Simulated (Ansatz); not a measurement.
# TiSe: bands on a dense mesh

Is TiSe a metal, and what do its states look like over the zone? Levels and slopes are computed on a dense mesh; the geometry is as given.

Method: DFT r2SCAN, scalar-relativistic, plane waves, PAW; levels and slopes on a dense k mesh at the converged density, in Ansatz 0.2.0.

### 1 The structure to begin with

Symmetry: P6_3/mmc, No. 194, hexagonal system. Conventional cell: a = 3.559 Å, b = 3.559 Å, c = 6.220 Å, α = 90.00°, β = 90.00°, γ = 120.00°. Around Ti (site symmetry -3m) lie 6 Se at 2.58 Å. Se (site symmetry -6m2) has 6 Ti at 2.58 Å as nearest neighbours.

Structure file:

```xyz
4
Lattice="3.5590 0.0000 0.0000 -1.7795 3.0822 0.0000 0.0000 0.0000 6.2200" Properties=species:S:1:pos:R:3 pbc="T T T"
Ti    0.0000    0.0000    0.0000
Ti    0.0000    0.0000    3.1100
Se    0.0000    2.0548    1.5550
Se    1.7795    1.0274    4.6650
```

The structure comes from the Crystallography Open Database and is not relaxed.

### 2 Self-consistency and the dense mesh

Input file input.yaml:

```yaml
crystal:
  lattice:
    - [3.559, 0.0, 0.0]
    - [-1.7795, 3.08218441, 0.0]
    - [0.0, 0.0, 6.22]
  atoms:
    - { symbol: Ti, position: [0.0, 0.0, 0.0] }
    - { symbol: Ti, position: [0.0, 0.0, 0.5] }
    - { symbol: Se, position: [0.33333333, 0.66666667, 0.25] }
    - { symbol: Se, position: [0.66666667, 0.33333333, 0.75] }
basis:
  ecutwfc: 500
kpoints:
  mp_grid: { grid: [12, 12, 6] }
hamiltonian:
  xc: r2scan
scf:
  occupations: { method: gaussian, width: 0.05 }
output:
  forces: true
  eigenvalues: true
  eigenstates:
    nscf_kmesh: { grid: [36, 36, 16] }
    top_band: c6
    de_dk: true
    localisation: true
  stress: true
checkpoint:
  write: ck
  compress: false
  write_wavefunctions: false
  write_every: 100000
```

Launch:

```sh
> ansatz run input.yaml --threads 1 --pin off --max-ram 3072MiB --backend cpu --events-out ev --progress --plain --runs-dir out
```

Standard output:

```text
Warning: RAYON_NUM_THREADS=1 ignored (pool sized by the plan → 1); use --threads N
Engine: ansatz 0.2.0, aarch64-unknown-linux-gnu
Pseudopotentials: kind: paw
Pseudopotential: Ti, paw, valence charge 12, recommended cutoff 500 eV (meta_gga), Ti.paw.azcp
Pseudopotential: Se, paw, valence charge 16, recommended cutoff 500 eV (meta_gga), Se.paw.azcp
Functional definition: r2SCAN
  parameter k0 = 0.174
  parameter k1 = 0.065
  parameter a1 = 4.9479
  exchange = r2scan_x(k0 = k0, k1 = k1, a1 = a1)
  correlation = r2scan_c
Crystal: 4 atoms, lattice volume = 68.230 Å³
Basis set: ecut = 500 eV, 1751 PW (Γ), exchange–correlation on 108×108×192 points (64 copies of the dense FFT grid, shifted against one another)
Bands: 34, of which v1, the nominal top of the filled ones, is band 28 counted from 1 (27 counted from 0)
Symmetry: 24 space group operations
Space group: P63/mmc (ITA 194), of the structure as read, at distance tolerance 4.1e-5 Å
k-points: 76 of 864
Non-local potential: Ti, projectors of the file, l = 0: 3, l = 1: 2, l = 2: 3, l = 3: 1
Non-local potential: Se, projectors of the file, l = 0: 2, l = 1: 2, l = 2: 3, l = 3: 1
PAW form: soft (Blöchl's): semilocal exchange-correlation on the pseudo side does not see the compensation charge
PAW frozen core: Ti, regenerated for the run's functional (the file was generated under x = pbe(κ = 0.804, μ = 0.2195149727645171), c = pbe(β = 0.06672455060314922))
PAW frozen core: Se, regenerated for the run's functional (the file was generated under x = pbe(κ = 0.804, μ = 0.2195149727645171), c = pbe(β = 0.06672455060314922))
PAW one-centre angular grid: Ti, 590 points (default); XC on 160 Gauss nodes
PAW one-centre angular grid: Se, 590 points (default); XC on 160 Gauss nodes
Initial density: superposition of atomic densities (neutral atoms: chi_scale 0, normalization atom), corrected by the library's trained network
Initial wavefunctions: pseudopotential atomic-orbital guess
Functional: x = r2scan, c = r2scan; τ floored in thin density (d = 2e-4 eV/Å³)
SCF iter   1: F=—  HF=-15969.602533 eV  |F-HF|=—  |Δ(HF+E_count)|=         —  Δρ=1.42e-2  dr2=1.77e-1  dr2_τ=3.68e-2  ethr=1.77e-3  ⟨swp⟩=5.5  Hψ=9780  notcnv=0
preconditioner: auto → Kerker (q_TF=auto, 2.640 Å⁻¹)  [metal: Δε(μ)=0.005 eV  Ē_g=7.960 eV  σ=0.050 eV  W_gap=0.06  n_scr=22 (ndim 8)  ℏωp=20.1 eV  f_vac=0.000  D(μ)=3.59/eV (n_scr^D=36)]
SCF iter   2: F=—  HF=-15969.709385 eV  |F-HF|=—  |Δ(HF+E_count)|=   1.07e-1  Δρ=4.15e-3  dr2=1.29e-2  dr2_τ=2.14e-3  ethr=3.16e-4  ⟨swp⟩=2.1  Hψ=4634  notcnv=0  defer=95
SCF iter   3: F=—  HF=-15969.710171 eV  |F-HF|=—  |Δ(HF+E_count)|=   7.86e-4  Δρ=2.39e-3  dr2=3.56e-3  dr2_τ=2.57e-4  ethr=2.31e-5  ⟨swp⟩=2.1  Hψ=3499  notcnv=0  defer=95
SCF iter   4: F=—  HF=-15969.711470 eV  |F-HF|=—  |Δ(HF+E_count)|=   1.30e-3  Δρ=5.13e-4  dr2=1.15e-4  dr2_τ=1.33e-5  ethr=6.35e-6  ⟨swp⟩=3.0  Hψ=4978  notcnv=0  defer=95
SCF iter   5: F=—  HF=-15969.711400 eV  |F-HF|=—  |Δ(HF+E_count)|=   7.05e-5  Δρ=2.43e-4  dr2=3.65e-5  dr2_τ=1.26e-6  ethr=2.05e-7  ⟨swp⟩=2.0  Hψ=4414  notcnv=0  defer=95
SCF iter   6: F=—  HF=-15969.711423 eV  |F-HF|=—  |Δ(HF+E_count)|=   2.33e-5  Δρ=7.39e-5  dr2=2.50e-6  dr2_τ=1.84e-7  ethr=6.52e-8  ⟨swp⟩=3.0  Hψ=4520  notcnv=0  defer=95
SCF iter   7: F=—  HF=-15969.711429 eV  |F-HF|=—  |Δ(HF+E_count)|=   6.07e-6  Δρ=1.99e-5  dr2=3.24e-7  dr2_τ=5.13e-9  ethr=4.46e-9  ⟨swp⟩=2.0  Hψ=4471  notcnv=0  defer=95
SCF iter   8: F=—  HF=-15969.711429 eV  |F-HF|=—  |Δ(HF+E_count)|=   3.04e-7  Δρ=6.06e-6  dr2=3.05e-8  dr2_τ=7.78e-10  ethr=5.79e-10  ⟨swp⟩=2.0  Hψ=4471  notcnv=0  defer=95
SCF iter   9: F=—  HF=-15969.711429 eV  |F-HF|=—  |Δ(HF+E_count)|=   9.79e-9  Δρ=1.27e-6  dr2=1.14e-9  dr2_τ=2.00e-11  ethr=5.45e-11  ⟨swp⟩=2.0  Hψ=4476  notcnv=0  defer=95
SCF iter  10: F=—  HF=-15969.711429 eV  |F-HF|=—  |Δ(HF+E_count)|=  4.47e-10  Δρ=3.56e-7  dr2=9.02e-11  dr2_τ=2.19e-12  ethr=2.03e-12  ⟨swp⟩=2.0  Hψ=4469  notcnv=0  defer=95
SCF iter  11: F=-15969.711429 eV  HF=-15969.711429 eV  |F-HF|=0.00e0  |Δ(HF+E_count)|=  5.09e-11  Δρ=7.85e-8  dr2=3.95e-12  dr2_τ=1.22e-13  ethr=1.00e-12  ⟨swp⟩=8.9  Hψ=11835  notcnv=0
SCF 1 converged in 11 iterations: F = -15969.711429 eV  dr2 = 3.95e-12
NSCF: frozen V_eff on 1143 k-points
SCF converged after 11 iterations
Free energy (F): -15969.711429 eV
Harris-Foulkes:  -15969.711429 eV  (|F-HF|=0.00e0)
Internal energy: -15969.706855 eV  (E = F + TS)
E sigma→0 (E₀):  -15969.709142 eV
Entropy (-TS):   -0.004574 eV (-1.143 meV/atom)
Fermi energy:    14.849079 eV
--- Per-component energies (eV) ---
  E_band       = -957.308710
  E_kinetic    = 793.039678
  E_local      = -5722.937608  (includes V_loc(G=0)·N_el)
  E_nonlocal   = -1171.975616
  E_hartree    = 2774.662404
  E_xc         = -387.080216
  E_vxc        = -483.114333  (∫ρ·V_xc dr)
  E_paw        = -5966.068571  (= ΣΔE_a)
  E_vpaw       = 49.919410  (= ΣTr[D̂ρ^β])
  E_aug_tail   = -0.000241  (compensation charges beyond the density's cutoff)
  E_vtau       = 28.435207  (kinetic-family band-sum trace: ∫τ·v_τ [+ j·A + Jᵃ·Aᵃ] dr)
  E_ewald      = -6285.310230
  E_core_change = -4.036455  (= ΣΔE_core)
  E_smearing   = -0.004574  (= −TS)
  E_closure    = -0.000000  (closes the sum)
  Σ components = -15969.711429   (vs F -15969.711429, Δ=0.00e0)
--- Forces (eV/Å), atoms counted from 1 ---
  atom   1  Ti     0.00000000     0.00000000     0.00000000
  atom   2  Ti    -0.00000000     0.00000000     0.00000000
  atom   3  Se     0.00000000    -0.00000000     0.00000000
  atom   4  Se     0.00000000     0.00000000     0.00000000
  max |Σ_I F_I| component: 1.39e-17 eV/Å
--- Stress (GPa, compression-positive) ---
        0.749018      -0.000000       0.000000
       -0.000000       0.749018       0.000000
        0.000000       0.000000       9.517953
  P = ⅓ Tr σ = 3.6720 GPa (36.720 kbar)
--- Band table (eV; the first three rows and the last of 76) ---
  k-point 0: bands = ["-45.0521", "-45.0311", "-35.0826", "-35.0826", "-35.0821", "-35.0821", "-35.0744", "-35.0739", "-35.0695", "-35.0695", "-35.0692", "-35.0692", "-20.3929", "-20.3015", "-20.3015", "-20.2764", "-20.2764", "-20.1523", "-1.8610", "-0.3940", "6.7258", "10.2753", "10.2753", "12.1445", "12.8252", "12.8252", "12.8655", "14.3585", "14.3585", "14.4186", "14.4186", "16.0569", "16.0569", "17.2344"]
  k-point 1: bands = ["-45.0507", "-45.0325", "-35.0825", "-35.0825", "-35.0821", "-35.0821", "-35.0744", "-35.0739", "-35.0695", "-35.0695", "-35.0692", "-35.0692", "-20.3770", "-20.2998", "-20.2998", "-20.2780", "-20.2780", "-20.1687", "-1.7823", "-0.5219", "7.0007", "10.3713", "10.3713", "11.3294", "12.4100", "12.4100", "13.4367", "14.4305", "14.4305", "14.8341", "14.8341", "16.0285", "16.0285", "16.7106"]
  k-point 2: bands = ["-45.0469", "-45.0364", "-35.0825", "-35.0825", "-35.0822", "-35.0822", "-35.0743", "-35.0740", "-35.0694", "-35.0694", "-35.0693", "-35.0693", "-20.3336", "-20.2952", "-20.2952", "-20.2827", "-20.2827", "-20.2133", "-1.5573", "-0.8405", "7.7537", "10.0851", "10.6557", "10.6557", "11.7265", "11.7265", "14.1622", "14.6341", "14.6341", "15.1462", "15.1462", "15.8304", "16.3653", "16.3653"]
  k-point 75: bands = ["-45.0336", "-45.0336", "-35.0830", "-35.0830", "-35.0822", "-35.0822", "-35.0730", "-35.0730", "-35.0680", "-35.0680", "-35.0680", "-35.0680", "-20.3552", "-20.3552", "-20.3525", "-20.3525", "-20.2477", "-20.2477", "-0.0844", "-0.0844", "8.1355", "8.1355", "8.7367", "8.7367", "9.7772", "9.7772", "14.5515", "14.5515", "15.6600", "15.6600", "16.3569", "16.3569", "16.4274", "16.4274"]
--- Fermi surface from the table of eigenstates, both spin states counted (twice the sheets' area in a run without spin) ---
  How far the three rows differ hints at the mesh's error and does not bound it.
  reading                E - E_F (eV)   area (Å⁻²)  resistivity times mean free path along x, y, z (Ω·m²), under one mean free path over the surface
  by tetrahedra               -0.0042       26.857  1.4607e-15  1.4607e-15  7.8969e-16
  by the states' slopes       -0.0039       27.576  1.4097e-15  1.4097e-15  7.7684e-16
  on every second point       -0.0063       25.046  1.4726e-15  1.4726e-15  9.0938e-16
```

Wall time 3.6 min (1 thread of Arm Neoverse V1, shared host); peak memory 1.7 GiB.

### 3 Levels on the dense mesh

Levels at named points, in eV from the Fermi level, on the 36×36×16 mesh:

```csv
band,Γ,A,K,H,M,L,lowest,highest
27,-1.98,0.08,0.14,-0.29,-2.10,-1.08,-2.10,0.17
28,-0.49,0.08,0.38,-0.29,-0.28,-1.08,-1.08,0.38
29,-0.49,0.08,0.38,0.81,0.75,1.25,-0.49,1.25
30,-0.43,0.08,0.54,0.81,1.12,1.25,-0.43,1.29
31,-0.43,0.11,0.54,1.51,1.33,1.48,-0.43,1.51
32,1.21,0.11,1.55,1.51,1.43,1.48,0.11,1.72
```

### 4 The Fermi surface

Band 27: two hole pockets centred at K (each 0.16 % of the zone) and one hole pocket centred at A (0.04 % of the zone).
Band 28: one hole pocket centred at A (0.09 % of the zone) and an open hole network connected in two directions (the connections change within 0.03 eV of this level, so parts may join or part at narrow necks); mean Fermi speed 2.9 × 10⁵ m/s.
Band 29: one open electron tube parallel to Γ–A; mean Fermi speed 2.7 × 10⁵ m/s; weight Ti (84 %) and Se (16 %).
Band 30: one electron pocket centred at Γ (1.1 % of the zone) and very small pockets (under 0.04 % of the zone each); mean Fermi speed 3.0 × 10⁵ m/s.
Band 31: one electron pocket centred at Γ (0.86 % of the zone); mean Fermi speed 5.1 × 10⁵ m/s.

The sheets in more detail.

Band 27: Ti (84 %) and Se (16 %). Band 28: Ti (85 %) and Se (15 %). Band 29: Ti (84 %) and Se (16 %). Band 30: Ti (82 %) and Se (18 %).

Closed pockets.

The electron pocket of band 30 at Γ: about 0.16 Å⁻², so F = ħA/2πe ≈ 1.6 kT; it holds 0.021 electrons per cell. The electron pocket of band 31 at Γ: about 0.14 Å⁻², so F = ħA/2πe ≈ 1.5 kT; it holds 0.017 electrons per cell.

In a rigid-band picture, lowering the level by 0.25 eV removes 0.95 electrons a cell and raising it adds 1.0; the density of states goes from 3.8 through 3.8 to 4.1 states/eV.

### 5 Results

```
                                                      quantity                   value
                 bands with resolved sheets at the Fermi level                       5
                          density of states at the Fermi level  3.8 states/eV per cell
intraband plasma frequencies, principal values in rising order     3.2, 3.2 and 4.0 eV
```

**Reading.** Five bands cross the Fermi level with sheets large enough to resolve; this is a three-dimensional metal. Band 28 adds most to the density of states (1.7 states/eV), with a mean Fermi speed of 2.9 × 10⁵ m/s.
